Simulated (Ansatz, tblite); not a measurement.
# The cluster WS4: which spin state is lowest, part 1 of 2

Aim: set other spin states of the cluster WS4 against its singlet, on many levels of theory.

Program: Ansatz 0.2.0, Gaussian basis. Level of theory: as each input shows. These are calculated values, not measurements.

The runs, in order: triplet, relaxed (GFN1-xTB, GFN2-xTB, PBE0-D4/def2-TZVP, PBE-D4/def2-TZVP, r2SCAN-D4/def2-TZVP, ωB97M-V/def2-TZVP, HF/def2-TZVP, MP2/def2-TZVP); quintet, relaxed (GFN1-xTB, GFN2-xTB, PBE0-D4/def2-TZVP, PBE-D4/def2-TZVP, r2SCAN-D4/def2-TZVP, ωB97M-V/def2-TZVP, HF/def2-TZVP, MP2/def2-TZVP); broken-symmetry singlet, at the geometry of the singlet (PBE0-D4/def2-TZVP, PBE-D4/def2-TZVP, r2SCAN-D4/def2-TZVP); the singlet's energies come from earlier runs.

3 further runs of the same task are left out: 3 set aside as unsound or not needed.

**1. The structure**

The geometry is that of the singlet, from an earlier relaxation (PBE-D4/def2-SVP). At that level it is the lowest of the isomers that a small search found.

5 atoms, charge 0, spin multiplicity 1.

Atoms are counted from 1 here; the program's logs count them from 0.

Bond lengths: W1–S2 2.152 Å, W1–S3 2.162 Å, W1–S4 2.313 Å, W1–S5 2.403 Å, S4–S5 2.110 Å. Angles: S2–W1–S3 112.1°, S2–W1–S4 118.3°, S2–W1–S5 112.1°, S3–W1–S4 102.0°, S3–W1–S5 135.7°, S4–W1–S5 53.1°, W1–S4–S5 65.6°, W1–S5–S4 61.3°.

W takes a core potential in the def2 sets. No spin-orbit coupling is included.

**2. Relaxing the triplet**

in.yaml

```yaml
crystal:
  periodic: [false, false, false]
  atoms:
    - {symbol: W, position_ang: [0.104444, 0.358034, 0.283344]}
    - {symbol: S, position_ang: [-1.682575, 0.791292, 1.400590]}
    - {symbol: S, position_ang: [0.793579, 2.069521, -0.843642]}
    - {symbol: S, position_ang: [0.007450, -1.281199, -1.346162]}
    - {symbol: S, position_ang: [0.777102, -1.937638, 0.505870]}
basis:
  gaussian: {orbitals: def2-SVP}
magnetization: {spin_polarized: true, initial_magnetization: 2}
hamiltonian: {xc: pbe, dispersion: d4}
scf: {lower_state_search: "off"}
output: {orbitals: {seedname: orbitals}}
relax: {f_tol: 0.02, max_steps: 100}
```

Launch:

```bash
ansatz run in.yaml --threads 4 --pin off --events-out ev --progress --plain --max-ram 4787MiB
```

Output (excerpt; [...] marks lines left out):

```text
Functional definition: PBE
  name "PBE"
  cite "Perdew, Burke & Ernzerhof, Phys. Rev. Lett. 77, 3865 (1996) doi:10.1103/PhysRevLett.77.3865"
  parent pbe
[...]
1127 factors; their error is unknown
[...]
mean field -45139.36881969 eV, -1658.8412075607 hartree, gradient 1.7e-6 eV, S^2 2.008088; 0 other end points of the search recorded, 0 dependent functions left out
[...]
reference -45139.36887106 eV, -1658.8412094483 hartree; 40, 38 occupied and 64, 66 virtual orbitals, 1127 factors
relax step   1: F+E_penalty+E_count = -45139.68185979 eV  Δ(F+E_penalty+E_count) = +0.000e0 eV  max|allowed force component| = 1.558e0 eV/Å  Δτ_max = 0.0000 Å  (51 SCF iters, accepted)
[...]
relax step   4: F+E_penalty+E_count = -45140.09275975 eV  Δ(F+E_penalty+E_count) = -1.474e-2 eV  max|allowed force component| = 5.732e-2 eV/Å  Δτ_max = 0.0804 Å  (36 SCF iters, accepted)
[...]
relax step   5: F+E_penalty+E_count = -45140.09325174 eV  Δ(F+E_penalty+E_count) = -4.920e-4 eV  max|allowed force component| = 9.538e-3 eV/Å  Δτ_max = 0.0132 Å  (32 SCF iters, accepted)
Total energy: -45140.09330219 eV, -1658.8678318012 hartree
Atom 0 at    -0.098538     0.403054     0.110900 Å, force     0.002943    -0.009538    -0.002163 eV/Å
Atom 1 at    -1.750649     0.887650     1.402110 Å, force    -0.000011     0.002870     0.000912 eV/Å
Atom 2 at     1.003745     2.110607    -0.596788 Å, force    -0.000885     0.002642     0.001375 eV/Å
Atom 3 at    -0.192112    -1.633672    -1.264349 Å, force     0.001900    -0.000356     0.002281 eV/Å
Atom 4 at     1.037554    -1.767629     0.348127 Å, force    -0.003947     0.004382    -0.002404 eV/Å
Dipole moment:     0.147564    -0.592159    -0.158984 e Å
Checks for a lower state left out: stability, starts, cluster_reference, orbital_swaps, neighbouring_geometries, increment
```

Run time: 12 s. Hardware: 4 threads of AMD EPYC 7R43, shared host.

Relaxation path:

| step | energy from step 1 (eV) | largest force component (eV/Å) |
| --- | --- | --- |
| 1 | 0.0000 | 1.5578 |
| 2 | -0.2580 | 0.7483 |
| 3 | -0.3962 | 0.1827 |
| 4 | -0.4109 | 0.0573 |
| 5 | -0.4114 | 0.0095 |

Distances of close pairs at the start and the end, largest changes first:

```csv
bond,before (Å),after (Å),change (Å)
W1–S4,2.313,2.459,+0.146
S4–S5,2.110,2.032,-0.078
W1–S5,2.403,2.461,+0.059
W1–S3,2.162,2.152,-0.010
W1–S2,2.152,2.152,+0.000
```

**3. Triplet, first pass, PBE-D4/def2-SVP**

start.molden holds the orbitals of an earlier run on this state, given as this run's starting guess.

in.yaml

```yaml
crystal:
  periodic: [false, false, false]
  atoms:
    - {symbol: W, position_ang: [-0.098538, 0.403054, 0.110900]}
    - {symbol: S, position_ang: [-1.750649, 0.887650, 1.402110]}
    - {symbol: S, position_ang: [1.003745, 2.110607, -0.596788]}
    - {symbol: S, position_ang: [-0.192112, -1.633672, -1.264349]}
    - {symbol: S, position_ang: [1.037554, -1.767629, 0.348127]}
basis:
  gaussian: {orbitals: def2-SVP, initial_orbitals: start.molden}
magnetization: {spin_polarized: true, initial_magnetization: 2}
hamiltonian: {xc: pbe, dispersion: d4}
output: {orbitals: {seedname: orbitals}}
```

Same command.

Output:

```text
Functional definition: PBE
  name "PBE"
  cite "Perdew, Burke & Ernzerhof, Phys. Rev. Lett. 77, 3865 (1996) doi:10.1103/PhysRevLett.77.3865"
  parent pbe
  parameter kappa = 0.804
  parameter beta = 0.06672455060314922
  exchange = pbe_x(kappa = kappa, mu = beta*pi^2/3)
  correlation = pbe_c(beta = beta)
1127 factors; their error is unknown
mean field evaluation 1: about -45139.8809 eV, gradient 1.0e-1 eV
mean field evaluation 2: about -45139.7928 eV, gradient 5.2e-4 eV
mean field evaluation 4: about -45139.7928 eV, gradient 9.4e-6 eV
mean field evaluation 8: about -45137.1893 eV, gradient 2.4e1 eV
mean field evaluation 16: about -45139.7927 eV, gradient 1.2e-1 eV
mean field evaluation 32: about -45135.6772 eV, gradient 1.5e1 eV
mean field evaluation 64: about -45138.8511 eV, gradient 2.6e0 eV
mean field -45139.79279813 eV, -1658.8567884807 hartree, gradient 9.4e-6 eV, S^2 2.008918; 7 other end points of the search recorded, 0 dependent functions left out
reference -45139.79284862 eV, -1658.8567903361 hartree; 40, 38 occupied and 64, 66 virtual orbitals, 1127 factors
Total energy: -45140.09334240 eV, -1658.8678332790 hartree
```

Wall time 6 s (4 threads of AMD EPYC 7R43, shared host).

HOMO -5.93 eV, LUMO -6.03 eV (over both spins; with the spin held, an empty level of the minority spin lies below the top filled one); ⟨S²⟩ 2.009 (pure: 2.00).

**4. Triplet, GFN1-xTB**

Tight binding, by tblite at 300 K electronic temperature and without a spin-polarisation term:

```python
tblite.interface.Calculator('GFN1-xTB', numbers, positions, charge=0, uhf=2).singlepoint()
```

Energy -464.3009 eV; 0.012 s.

**5. Triplet, GFN2-xTB**

Tight binding, by tblite at 300 K electronic temperature and without a spin-polarisation term:

```python
tblite.interface.Calculator('GFN2-xTB', numbers, positions, charge=0, uhf=2).singlepoint()
```

Energy -421.7760 eV; 0.015 s.

**6. Triplet, PBE0-D4/def2-TZVP**

Edit in.yaml of step 3 so:

```diff
@@ -9,5 +9,6 @@
 basis:
-  gaussian: {orbitals: def2-SVP, initial_orbitals: start.molden}
+  gaussian: {orbitals: def2-TZVP, initial_orbitals: start.molden}
 magnetization: {spin_polarized: true, initial_magnetization: 2}
-hamiltonian: {xc: pbe, dispersion: d4}
+hamiltonian: {xc: pbe0, dispersion: d4}
+scf: {omitted_lower_state_checks: [starts]}
 output: {orbitals: {seedname: orbitals}}
```

Launched as before.

Output:

```text
Functional definition: PBE0
  name "PBE0"
  cite "Adamo & Barone, J. Chem. Phys. 110, 6158 (1999) doi:10.1063/1.478522"
  cite "Perdew, Burke & Ernzerhof, Phys. Rev. Lett. 77, 3865 (1996) doi:10.1103/PhysRevLett.77.3865"
  parent pbe
  parameter a = 0.25
  parameter kappa = 0.804
  parameter beta = 0.06672455060314922
  exchange = (1 - a)*pbe_x(kappa = kappa, mu = beta*pi^2/3) + a*exact_x
  correlation = pbe_c(beta = beta)
these checks for a lower state are left out or cut short: starts
1484 factors; their error is unknown
mean field evaluation 1: about -45153.5732 eV, gradient 1.2e2 eV
mean field evaluation 2: about -45156.6045 eV, gradient 4.4e0 eV
mean field evaluation 4: about -45156.8618 eV, gradient 2.1e-1 eV
mean field evaluation 8: about -45156.8631 eV, gradient 2.1e-5 eV
mean field -45156.86310572 eV, -1659.4841107139 hartree, gradient 2.1e-5 eV, S^2 2.021540; 0 other end points of the search recorded, 0 dependent functions left out
reference -45156.86313280 eV, -1659.4841117093 hartree; 40, 38 occupied and 148, 150 virtual orbitals, 1484 factors
Total energy: -45157.12628648 eV, -1659.4937824286 hartree
Checks for a lower state left out: starts
```

Run time: 7.5 s. Hardware: 4 threads of AMD EPYC 7R43, shared host; peak memory 0.83 GiB.

From the report: HOMO -7.25 eV, LUMO -5.23 eV (over both spins); ⟨S²⟩ 2.022 (pure: 2.00).

**7. Triplet, PBE-D4/def2-TZVP**

Edit in.yaml of step 6 so:

```diff
@@ -11,3 +11,3 @@
 magnetization: {spin_polarized: true, initial_magnetization: 2}
-hamiltonian: {xc: pbe0, dispersion: d4}
+hamiltonian: {xc: pbe, dispersion: d4}
 scf: {omitted_lower_state_checks: [starts]}
```

The command is unchanged.

Output:

```text
Functional definition: PBE
  name "PBE"
  cite "Perdew, Burke & Ernzerhof, Phys. Rev. Lett. 77, 3865 (1996) doi:10.1103/PhysRevLett.77.3865"
  parent pbe
  parameter kappa = 0.804
  parameter beta = 0.06672455060314922
  exchange = pbe_x(kappa = kappa, mu = beta*pi^2/3)
  correlation = pbe_c(beta = beta)
these checks for a lower state are left out or cut short: starts
1368 factors; their error is unknown
mean field evaluation 1: about -45155.3072 eV, gradient 1.1e1 eV
mean field evaluation 2: about -45155.4687 eV, gradient 2.8e-1 eV
mean field evaluation 4: about -45155.4623 eV, gradient 5.2e-2 eV
mean field evaluation 8: about -45155.4623 eV, gradient 1.4e-5 eV
mean field -45155.46228362 eV, -1659.4326314514 hartree, gradient 1.4e-5 eV, S^2 2.011144; 0 other end points of the search recorded, 0 dependent functions left out
reference -45155.46232006 eV, -1659.4326327906 hartree; 40, 38 occupied and 148, 150 virtual orbitals, 1368 factors
Total energy: -45155.76281385 eV, -1659.4436757335 hartree
Checks for a lower state left out: starts
```

Wall time 4.2 s (4 threads of AMD EPYC 7R43, shared host).

HOMO -5.84 eV, LUMO -5.96 eV (over both spins; with the spin held, an empty level of the minority spin lies below the top filled one); ⟨S²⟩ 2.011 (pure: 2.00).

**8. Triplet, r2SCAN-D4/def2-TZVP**

Edit in.yaml of step 7 so:

```diff
@@ -11,3 +11,3 @@
 magnetization: {spin_polarized: true, initial_magnetization: 2}
-hamiltonian: {xc: pbe, dispersion: d4}
+hamiltonian: {xc: r2scan, dispersion: d4}
 scf: {omitted_lower_state_checks: [starts]}
```

The command is unchanged.

Output:

```text
Functional definition: r2SCAN
  name "r2SCAN"
  cite "Furness, Kaplan, Ning, Perdew & Sun, J. Phys. Chem. Lett. 11, 8208 (2020) doi:10.1021/acs.jpclett.0c02405"
  cite "Furness, Kaplan, Ning, Perdew & Sun, J. Phys. Chem. Lett. 11, 9248 (2020) doi:10.1021/acs.jpclett.0c03077"
  parent r2scan
  parameter k0 = 0.174
  parameter k1 = 0.065
  parameter a1 = 4.9479
  exchange = r2scan_x(k0 = k0, k1 = k1, a1 = a1)
  correlation = r2scan_c
these checks for a lower state are left out or cut short: starts
1368 factors; their error is unknown
mean field evaluation 1: about -45170.6563 eV, gradient 7.7e0 eV
mean field evaluation 2: about -45170.7232 eV, gradient 1.3e-1 eV
mean field evaluation 4: about -45170.7019 eV, gradient 4.0e-3 eV
mean field -45170.70188347 eV, -1659.9926764160 hartree, gradient 6.3e-5 eV, S^2 2.019313; 0 other end points of the search recorded, 0 dependent functions left out
reference -45170.70189610 eV, -1659.9926768801 hartree; 40, 38 occupied and 148, 150 virtual orbitals, 1368 factors
Total energy: -45170.76776879 eV, -1659.9950976568 hartree
Checks for a lower state left out: starts
```

Wall time 10 s (4 threads of AMD EPYC 7R43, shared host).

Report: HOMO -6.40 eV, LUMO -5.95 eV (over both spins); ⟨S²⟩ 2.019 (pure: 2.00).

**9. Triplet, ωB97M-V/def2-TZVP**

Edit in.yaml of step 8 so:

```diff
@@ -11,3 +11,3 @@
 magnetization: {spin_polarized: true, initial_magnetization: 2}
-hamiltonian: {xc: r2scan, dispersion: d4}
+hamiltonian: {xc: {name: wB97M-V}}
 scf: {omitted_lower_state_checks: [starts]}
```

The command is unchanged.

Output (excerpt; [...] marks lines left out):

```text
Functional definition: wB97M-V
  name "wB97M-V"
  cite "Mardirossian & Head-Gordon, J. Chem. Phys. 144, 214110 (2016) doi:10.1063/1.4952647"
  cite "Becke, J. Chem. Phys. 107, 8554 (1997) doi:10.1063/1.475007"
  cite "Vydrov & Van Voorhis, J. Chem. Phys. 133, 244103 (2010) doi:10.1063/1.3521275"
  # Of w^i u^j: cxij and so on, Table III.
[...]
  gx(w, u) = 1 - cx + cx01*u + cx10*w
  gss(w, u) = css00 + css04*u^4 + css10*w + css20*w^2 + css43*w^4*u^3
  gos(w, u) = cos00 + cos10*w + (cos20 + cos21*u)*w^2 + (cos60 + cos61*u)*w^6
[...]
      + integral(e_c_pw_mod_opposite_spin*gos(b97_w_opposite, b97_u_opposite)) + vv10(b, c)
[...]
1424 factors; their error is unknown
250 factors; integrals over basis functions are off by at most 1.9e-5 eV
[...]
mean field -45167.17984120 eV, -1659.8632437500 hartree, gradient 1.3e-5 eV, S^2 2.016793; 0 other end points of the search recorded, 0 dependent functions left out
reference -45167.17988490 eV, -1659.8632453560 hartree; 40, 38 occupied and 148, 150 virtual orbitals, 1424 factors
Total energy: -45167.17988490 eV, -1659.8632453560 hartree
Checks for a lower state left out: starts
```

Run time: 20 s. Hardware: 4 threads of AMD EPYC 7R43, shared host; peak memory 1.2 GiB.

Report: HOMO -9.23 eV, LUMO -3.38 eV (over both spins); ⟨S²⟩ 2.017 (pure: 2.00).

**10. Triplet, HF/def2-TZVP**

Edit in.yaml of step 9 so:

```diff
@@ -11,3 +11,3 @@
 magnetization: {spin_polarized: true, initial_magnetization: 2}
-hamiltonian: {xc: {name: wB97M-V}}
+hamiltonian: {xc: hf}
 scf: {omitted_lower_state_checks: [starts]}
```

Launched as before.

Output:

```text
Functional definition: HF
  name "HF"
  cite "Fock, Z. Phys. 61, 126 (1930) doi:10.1007/BF01340294"
  parent pbe
  exchange = exact_x
  correlation = 0
these checks for a lower state are left out or cut short: starts
1797 factors; their error is unknown
mean field evaluation 1: about -45078.5447 eV, gradient 3.0e1 eV
mean field evaluation 2: about -45079.8005 eV, gradient 1.9e0 eV
mean field evaluation 4: about -45079.9813 eV, gradient 1.5e-1 eV
mean field evaluation 8: about -45080.4380 eV, gradient 3.2e-4 eV
mean field -45080.43801842 eV, -1656.6755405585 hartree, gradient 2.3e-5 eV, S^2 2.487793; 0 other end points of the search recorded, 0 dependent functions left out
reference -45080.43801842 eV, -1656.6755405585 hartree; 40, 38 occupied and 148, 150 virtual orbitals, 1797 factors
Total energy: -45080.43801842 eV, -1656.6755405585 hartree
Checks for a lower state left out: starts
```

It took 14 s on 4 threads of AMD EPYC 7R43, shared host; peak memory 1.2 GiB.

HOMO -9.35 eV, LUMO -1.52 eV (over both spins); ⟨S²⟩ 2.488 (pure: 2.00). Doubts: spin contamination.

**11. Triplet, MP2/def2-TZVP**

Edit in.yaml of step 10 so:

```diff
@@ -11,3 +11,3 @@
 magnetization: {spin_polarized: true, initial_magnetization: 2}
-hamiltonian: {xc: hf}
+correlation: {method: mp2}
 scf: {omitted_lower_state_checks: [starts]}
```

Same command.

Output:

```text
Functional definition: HF
  name "HF"
  cite "Fock, Z. Phys. 61, 126 (1930) doi:10.1007/BF01340294"
  parent pbe
  exchange = exact_x
  correlation = 0
these checks for a lower state are left out or cut short: starts
1245 factors; integrals over basis functions are off by at most 1.2e-3 eV
mean field evaluation 1: about -45078.9652 eV, gradient 3.0e1 eV
mean field evaluation 2: about -45080.2184 eV, gradient 1.9e0 eV
mean field evaluation 4: about -45080.3987 eV, gradient 1.5e-1 eV
mean field evaluation 8: about -45080.4383 eV, gradient 7.6e-5 eV
mean field -45080.43834076 eV, -1656.6755524043 hartree, gradient 3.8e-6 eV, S^2 2.487789; 0 other end points of the search recorded, 0 dependent functions left out
20 core orbitals not correlated: weight in the atoms' cores, before any rotation towards them, 1.000 or more for the frozen orbitals, at most 0.000 for the correlated occupied ones
reference -45080.43834076 eV, -1656.6755524043 hartree; 20, 18 occupied and 148, 150 virtual orbitals, 1245 factors
second order -28.61711535 eV of doubles, -0.00000000 eV of singles
Total energy: -45109.05545611 eV, -1657.7272119960 hartree
Checks for a lower state left out: starts
```

It took 6 s on 4 threads of AMD EPYC 7R43, shared host; peak memory 0.56 GiB.

Hartree-Fock HOMO -9.35 eV, LUMO -1.52 eV (over both spins); ⟨S²⟩ 2.488 (pure: 2.00). Doubts: spin contamination.

**12. Triplet less singlet**

The singlet's energies are those of its earlier runs, whose logs aren't repeated here.

| level | triplet less singlet (eV) | time |
| --- | --- | --- |
| GFN1-xTB | +1.065 | 0.02 s |
| GFN2-xTB | +0.144 | 0.03 s |
| HF/def2-TZVP† | -1.154 | 16 s |
| PBE-D4/def2-TZVP | +0.275 | 7 s |
| r2SCAN-D4/def2-TZVP | +0.058 | 16 s |
| PBE0-D4/def2-TZVP | +0.021 | 14 s |
| ωB97M-V/def2-TZVP | -0.038 | 32 s |
| MP2/def2-TZVP† | +1.270 | 11 s |

Times add the two runs; a level without a time comes out of a correlated run. † marks a level with a doubtful state (flagged, unstable, out of aufbau order, or strongly spin-contaminated); such levels are left out of the summary. Tight binding without a spin term can't rank spin states.

**13. Relaxing the quintet**

in.yaml

```yaml
crystal:
  periodic: [false, false, false]
  atoms:
    - {symbol: W, position_ang: [0.104444, 0.358034, 0.283344]}
    - {symbol: S, position_ang: [-1.682575, 0.791292, 1.400590]}
    - {symbol: S, position_ang: [0.793579, 2.069521, -0.843642]}
    - {symbol: S, position_ang: [0.007450, -1.281199, -1.346162]}
    - {symbol: S, position_ang: [0.777102, -1.937638, 0.505870]}
basis:
  gaussian: {orbitals: def2-SVP}
magnetization: {spin_polarized: true, initial_magnetization: 4}
hamiltonian: {xc: pbe, dispersion: d4}
scf: {lower_state_search: "off"}
output: {orbitals: {seedname: orbitals}}
relax: {f_tol: 0.02, max_steps: 100}
```

Launched as before.

Output (excerpt; [...] marks lines left out):

```text
Functional definition: PBE
  name "PBE"
  cite "Perdew, Burke & Ernzerhof, Phys. Rev. Lett. 77, 3865 (1996) doi:10.1103/PhysRevLett.77.3865"
  parent pbe
[...]
1127 factors; their error is unknown
[...]
mean field -45136.87582617 eV, -1658.7495917383 hartree, gradient 2.7e-6 eV, S^2 6.009700; 0 other end points of the search recorded, 0 dependent functions left out
[...]
reference -45136.87587803 eV, -1658.7495936443 hartree; 41, 37 occupied and 63, 67 virtual orbitals, 1127 factors
relax step   1: F+E_penalty+E_count = -45137.18886626 eV  Δ(F+E_penalty+E_count) = +0.000e0 eV  max|allowed force component| = 2.416e0 eV/Å  Δτ_max = 0.0000 Å  (59 SCF iters, accepted)
[...]
relax step   3: F+E_penalty+E_count = -45137.68317670 eV  Δ(F+E_penalty+E_count) = -9.581e-2 eV  max|allowed force component| = 7.544e-1 eV/Å  Δτ_max = 0.1945 Å  (36 SCF iters, accepted)
[...]
relax step  10: F+E_penalty+E_count = -45137.77006321 eV  Δ(F+E_penalty+E_count) = -1.196e-4 eV  max|allowed force component| = 7.017e-3 eV/Å  Δτ_max = 0.0140 Å  (27 SCF iters, accepted)
Total energy: -45137.77011518 eV, -1658.7824562534 hartree
Atom 0 at    -0.067929     0.269145     0.070140 Å, force    -0.002177    -0.000157     0.002931 eV/Å
Atom 1 at    -1.682449     1.164907     1.326490 Å, force     0.007017    -0.000904    -0.005523 eV/Å
Atom 2 at     0.803655     2.261413    -0.436425 Å, force    -0.003463    -0.002808     0.002489 eV/Å
Atom 3 at    -0.134861    -1.789247    -1.302315 Å, force    -0.001562     0.001035    -0.001282 eV/Å
Atom 4 at     1.081585    -1.906209     0.342109 Å, force     0.000185     0.002834     0.001384 eV/Å
Dipole moment:     0.117798    -0.458745    -0.119231 e Å
Checks for a lower state left out: stability, starts, cluster_reference, orbital_swaps, neighbouring_geometries, increment
```

Wall time 21 s (4 threads of AMD EPYC 7R43, shared host).

Relaxation path: (the energy doesn't fall at every step)

| step | energy from step 1 (eV) | largest force component (eV/Å) |
| --- | --- | --- |
| 1 | 0.0000 | 2.4158 |
| 2 | -0.3985 | 0.8534 |
| 3 | -0.4943 | 0.7544 |
| 4 | -0.5397 | 0.4265 |
| 5 | -0.5469 | 0.6736 |
| 6 | -0.5617 | 0.1363 |
| 7 | -0.5776 | 0.1910 |
| 8 | -0.5811 | 0.0182 |
| 9 | -0.5797 | 0.0788 |
| 10 | -0.5812 | 0.0070 |

The force was under the threshold of 0.02 eV/Å already at step 8, but the program went on to step 10.

Distances of close pairs at the start and the end, largest changes first:

| bond | before (Å) | after (Å) | change (Å) |
| --- | --- | --- | --- |
| W1–S4 | 2.313 | 2.475 | +0.161 |
| W1–S2 | 2.152 | 2.233 | +0.082 |
| W1–S5 | 2.403 | 2.475 | +0.073 |
| W1–S3 | 2.162 | 2.233 | +0.071 |
| S4–S5 | 2.110 | 2.049 | -0.061 |

**14. Quintet, first pass, PBE-D4/def2-SVP**

in.yaml

```yaml
crystal:
  periodic: [false, false, false]
  atoms:
    - {symbol: W, position_ang: [-0.067929, 0.269145, 0.070140]}
    - {symbol: S, position_ang: [-1.682449, 1.164907, 1.326490]}
    - {symbol: S, position_ang: [0.803655, 2.261413, -0.436425]}
    - {symbol: S, position_ang: [-0.134861, -1.789247, -1.302315]}
    - {symbol: S, position_ang: [1.081585, -1.906209, 0.342109]}
basis:
  gaussian: {orbitals: def2-SVP, initial_orbitals: start.molden}
magnetization: {spin_polarized: true, initial_magnetization: 4}
hamiltonian: {xc: pbe, dispersion: d4}
output: {orbitals: {seedname: orbitals}}
```

Same command.

Output (excerpt; [...] marks lines left out):

```text
Functional definition: PBE
  name "PBE"
  cite "Perdew, Burke & Ernzerhof, Phys. Rev. Lett. 77, 3865 (1996) doi:10.1103/PhysRevLett.77.3865"
  parent pbe
[...]
1127 factors; their error is unknown
[...]
mean field -45137.48096854 eV, -1658.7718303104 hartree, gradient 1.4e-5 eV, S^2 6.009743; 9 other end points of the search recorded, 0 dependent functions left out
reference -45137.48102089 eV, -1658.7718322341 hartree; 41, 37 occupied and 63, 67 virtual orbitals, 1127 factors
Total energy: -45137.77014297 eV, -1658.7824572745 hartree
```

Wall time 10 s (4 threads of AMD EPYC 7R43, shared host).

From the report: HOMO -4.06 eV, LUMO -5.80 eV (over both spins; with the spin held, an empty level of the minority spin lies below the top filled one); ⟨S²⟩ 6.010 (pure: 6.00).

**15. Quintet, GFN1-xTB**

Tight binding, by tblite at 300 K electronic temperature and without a spin-polarisation term:

```python
tblite.interface.Calculator('GFN1-xTB', numbers, positions, charge=0, uhf=4).singlepoint()
```

Energy -461.6787 eV; 0.011 s.

**16. Quintet, GFN2-xTB**

Tight binding, by tblite at 300 K electronic temperature and without a spin-polarisation term:

```python
tblite.interface.Calculator('GFN2-xTB', numbers, positions, charge=0, uhf=4).singlepoint()
```

Energy -420.0949 eV; 0.02 s.

(Continued in part 2 of 2.)
